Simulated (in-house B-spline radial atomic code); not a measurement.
# Nd³⁺: ionisation energy by several methods

An exercise on one series of results from a longer session: the logs are not shown, and one member is left open.

The numbers are computed with in-house B-spline radial atomic code version 1 (Dirac-Coulomb, several functionals, exact exchange averaged over the configuration; spherical all-electron atom at the radial basis limit), except any that are marked as measured or tabulated.

## Starting point

| Quantity | Value |
| --- | --- |
| element | neodymium (Z = 60) |
| charge | +3 |
| electrons | 57 |
| configuration | [Xe] 4f3 |
| nucleus | Fermi, rms radius 4.912 fm |

Outer shells as boxes (Hund's rule):

[Xe] 4f3
```
[Xe] core
4f [↑ ][↑ ][↑ ][  ][  ][  ][  ]
```

The boxes only draw the filling; these runs are spin-restricted and spherical.

Set-up of the first run:

Input settings:

```ini
Z = 60
electrons = 57.0
configuration = [Xe] 4f3
hamiltonian = dirac
method = b97_1
spin_polarised = False
nucleus = fermi
rms_radius = 4.9123
mass_number = 142
atomic_mass = 141.907728824
speed_of_light = 137.035999084
exact_exchange = averaged over the configuration
```

Started as:

```bash
$ python run_scf.py task.json out
```

task.json lists these runs, among others, and the program works through them in turn.

Among the steps run: B97-1, a global hybrid; ωB97X, a range-separated hybrid; CAM-B3LYP, a range-separated hybrid; B3LYP, a global hybrid.

One table of the session follows, with a row left open; its other results are not shown here.

| method | ΔSCF (eV) | with Breit, QED, recoil (eV) |
| --- | --- | --- |
| B97-1 | 39.583 | 39.714 |
| B3LYP | 39.683 | 39.814 |
| ωB97X | 39.457 | 39.588 |
| CAM-B3LYP | ? | ? |

Q: Estimate the row for CAM-B3LYP from the others.

**Answer.** ΔSCF (eV): 39.606; with Breit, QED, recoil (eV): 39.737. In the column «ΔSCF (eV)» it lies between B97-1 (39.583) and B3LYP (39.683).
